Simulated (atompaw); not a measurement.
**Zinc: generating and testing a PAW (atompaw) potential**

Task: generate the file, and judge it by its logarithmic derivatives, its ghosts and its cutoff.

The numbers are computed with atompaw 4.2.0.5 (PBE, scalar-relativistic, spin-unpolarised reference atom).

## Step 1: The atom and the settings

Typed settings, in words:

```json
{
  "element": "zinc (Zn, Z = 30)",
  "type": "PAW",
  "frozen core": "[Ar]",
  "valence charge": "12",
  "reference configuration": "3d10 4s2 4p0",
  "partial waves": "4s (bound): rc 2.10 bohr; 4s channel at 0.4 Ry: rc 3.00 bohr; 4p (bound, empty): rc 3.00 bohr; 4p channel at 1.4 Ry: rc 3.00 bohr; 3d (bound): rc 1.05 bohr; 3d channel at 2.3 Ry: rc 1.05 bohr",
  "local potential": "bessel scheme, radius 1.95 bohr",
  "core correction": "smooth core density matched at 1.70 bohr",
  "augmentation charge": "besselshape compensation charge, radius 2.55 bohr; PAW radius 3.00 bohr; waves and projectors: custom polynom2 7 10 vanderbiltortho"
}
```

The nodes and maxima of the atom's own shells, from an earlier all-electron run, set the scale for the radii.

All-electron outer shells of the reference configuration (PBE, scalar-relativistic, ld1.x):

```tsv
shell	level (eV)	outermost node (bohr)	outermost maximum (bohr)
3s	-129.23	0.28	0.59
3p	-83.40	0.25	0.59
3d	-10.14	–	0.57
4s	-5.98	0.85	2.09
4p	-1.12	0.92	3.08
```

## Step 2: The generation run

The input, Zn.input:

```
Zn 30
GGA-PBE scalarrelativistic loggrid 1500 logderivrange -3 5 201
4 4 3 0 0 0
4 1 0
0 0 0
c
c
c
v
c
c
v
v
2
3.00 2.55 1.95 1.70
y
0.4
n
y
1.4
n
y
2.3
n
custom polynom2 7 10 vanderbiltortho besselshape
bessel
2.10
3.00
3.00
3.00
1.05
1.05
PWSCFOUT
UPFDX 0.0125d0 UPFXMIN -7.d0 UPFZMESH 30.d0
END
```

Started as:

```bash
$ atompaw < Zn.input > Zn.log
```

What does the calculation give? Wanted: cutoffs; bound ghosts; largest phase difference near zero energy, channels read; lowest eigenvalue of the overlap; share of valence orbitals outside the PAW sphere; UPF file.

As calculated:

| quantity | value |
| --- | --- |
| cutoffs | not determined |
| bound ghosts | not determined |
| largest phase difference near zero energy, channels read | 0.007 rad |
| lowest eigenvalue of the overlap (Bessel basis) | 0.339 (s) |
| share of valence orbitals outside the PAW sphere | 4s 31 %, 4p 71 %, 3d 1 % |
| UPF file | written |

In words: Even at 400 Ry an occupied level stays 166 mRy from its reference, so no cutoffs are read. Ghosts could not be judged. Near zero energy the phases of the channels with partial waves agree within 0.007 rad. All of this concerns the isolated atom, not yet a solid.
